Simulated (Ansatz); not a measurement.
Ti3Se:

```
CELL_PARAMETERS angstrom
3.19745 0.00000 0.00000
-1.59872 2.76907 0.00000
0.00000 0.00000 7.94275
ATOMIC_POSITIONS crystal
Se 0.00000 0.00000 0.00000
Ti 0.66667 0.33333 0.50000
Ti 0.33333 0.66667 0.77290
Ti 0.33333 0.66667 0.22710
```

The cell comes from a database or a generator and needn't be the stable form of this composition.

* Program: Ansatz 0.2.0
* Task: single point
* Functional: PBE
* Potentials or basis: Ansatz PAW
* Cutoff: 420 eV (not typed: the program's choice for these potentials)
* k mesh: 10 × 10 × 4
* Occupations: fermi-dirac, width 0.05 eV
* Spin: no spin polarisation

On this cell: pressure 0.1 GPa; largest force 0.021 eV/Å; band gap on the k mesh none (metal or under the smearing width).

The same run follows on a disturbed copy (atoms moved at random, drawn with an rms of 0.05 Å):

```xyz
4
Lattice="3.1974 0.0000 0.0000 -1.5987 2.7691 0.0000 0.0000 0.0000 7.9427" Properties=species:S:1:pos:R:3 pbc="T T T"
Se   -0.0140    0.0179    0.0289
Ti    1.5377    0.9292    3.9434
Ti   -0.0048    1.8907    6.1834
Ti   -0.0237    1.8698    1.7770
```

**Question.** What changes?

**Answer.** The energy (extrapolated to zero smearing) moves by +7.7 meV/atom; pressure 0.8 GPa; largest force 0.494 eV/Å; band gap on the k mesh none (metal or under the smearing width).

Forces on the atoms (eV/Å):
```
Se   0.000  0.122 -0.258
Ti   0.102  0.062  0.317
Ti  -0.107 -0.150 -0.459
Ti   0.006 -0.033  0.399
```

Stress tensor (GPa, compression positive):
```
 0.50 -0.45  0.23
-0.45  0.66  0.19
 0.23  0.19  1.09
```
